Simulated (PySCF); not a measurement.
# F2H3PSiTe (SiH3TePF2): the cost of one run

Computed with PySCF 2.14.0 and routines of our own; the level stands in each step. Atoms count from 0.

### 1 The starting structure

8 atoms, charge 0, multiplicity 1; geometry from: GFN2-xTB.

### 2 Relaxing the molecule at PBE0-D3(BJ)/def2-SVP

The job: settings as JSON, then the geometry in Å.

```
{"job": {"xc": "PBE0", "basis": "def2-SVP", "d3": "d3bj", "grid": 1, "maxiter": 30, "shake": 0.01, "kind": "geom"}, "charge": 0, "multiplicity": 1}
F      2.646160    -1.666690     0.597220
P      1.654840    -0.358020     0.817720
F      2.859630     0.683960     0.521970
Te     0.569850    -0.315400    -1.375720
Si    -1.614600     0.315390    -0.260060
H     -1.557440     1.684850     0.281850
H     -1.915550    -0.605020     0.834920
H     -2.587750     0.241780    -1.314890
```

Run with:

```bash
$ OMP_NUM_THREADS=1 python heavy_run.py task.json out
```

The driver reads the jobs from task.json and runs them one after another.

**Question.** How long does this first job take on 1 thread of Arm Neoverse V1, shared host, and how much memory does it need?

About 86 s, with a peak of 0.44 GiB.
